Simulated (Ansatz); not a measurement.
# B2Ru3: the cost of one run

Computed with Ansatz 0.2.0 (DFT PBE, scalar-relativistic, plane waves, PAW, unless a step names another level, unless a step's input says otherwise).

## 1. Starting point

The structure is hexagonal, space group P6_3/mmc (No. 194). The conventional cell has a = 2.845 Å, b = 2.845 Å, c = 15.623 Å, α = 90.00°, β = 90.00°, γ = 120.00°. Around B (site symmetry 3m) lie 6 Ru at 2.14 to 2.20 Å. Ru (site symmetry 3m) is surrounded by 3 B at 2.14 Å. Ru (site symmetry -6m2) is surrounded by 6 B at 2.20 Å.

Structure file:

```cif
data_structure
_symmetry_space_group_name_H-M 'P 1'
_symmetry_Int_Tables_number 1
_cell_length_a 2.8450
_cell_length_b 2.8450
_cell_length_c 15.6227
_cell_angle_alpha 90.000
_cell_angle_beta 90.000
_cell_angle_gamma 120.000
_cell_volume 109.51
loop_
_atom_site_label
_atom_site_type_symbol
_atom_site_fract_x
_atom_site_fract_y
_atom_site_fract_z
_atom_site_occupancy
B1 B 0.33333 0.66667 0.15677 1
B2 B 0.66667 0.33333 0.65677 1
B3 B 0.33333 0.66667 0.34323 1
B4 B 0.66667 0.33333 0.84323 1
Ru1 Ru 0.33333 0.66667 0.93144 1
Ru2 Ru 0.66667 0.33333 0.43144 1
Ru3 Ru 0.33333 0.66667 0.56856 1
Ru4 Ru 0.66667 0.33333 0.06856 1
Ru5 Ru 0.33333 0.66667 0.75000 1
Ru6 Ru 0.66667 0.33333 0.25000 1
```

It came out lowest among 23 distinct ends of the trial cells. At a tolerance of 0.05 Å it has space group P6_3/mmc (No. 194).

## 2. Tight relaxation for the response runs, on the response runs' mesh and smearing

Input file input.yaml:

```yaml
crystal:
  lattice:
    - [2.8449687727, 0.0, 0.0]
    - [-1.4224843864, 2.4638152301, 0.0]
    - [0.0, 0.0, 15.6227439349]
  atoms:
    - { symbol: B, position: [0.3333333333, 0.6666666667, 0.1567670882] }
    - { symbol: B, position: [0.6666666667, 0.3333333333, 0.6567670882] }
    - { symbol: B, position: [0.3333333333, 0.6666666667, 0.3432329118] }
    - { symbol: B, position: [0.6666666667, 0.3333333333, 0.8432329118] }
    - { symbol: Ru, position: [0.3333333333, 0.6666666667, 0.9314407466] }
    - { symbol: Ru, position: [0.6666666667, 0.3333333333, 0.4314407466] }
    - { symbol: Ru, position: [0.3333333333, 0.6666666667, 0.5685592534] }
    - { symbol: Ru, position: [0.6666666667, 0.3333333333, 0.0685592534] }
    - { symbol: Ru, position: [0.3333333333, 0.6666666667, 0.75] }
    - { symbol: Ru, position: [0.6666666667, 0.3333333333, 0.25] }
basis:
  ecutwfc: 420
kpoints:
  mp_grid: { grid: [12, 12, 2] }
hamiltonian:
  xc: pbe
scf:
  occupations: { method: gaussian, width: 0.1 }
output:
  forces: true
  stress: true
  eigenvalues: true
relax:
  adjacent_minimum: "off"
  f_tol: 0.001
  max_steps: 60
  cell: { stress_tol: 0.01 }
```

On the command line:

```bash
$ ansatz run input.yaml --threads 3 --pin off --max-ram 7680MiB --backend cpu --events-out ev --progress --plain --runs-dir out
```

What time and memory should one allow on 3 threads of Intel Xeon Platinum 8259CL at 2.50GHz (Skylake/Cascade Lake), shared host?

About 17 s, with a peak of 0.64 GiB.
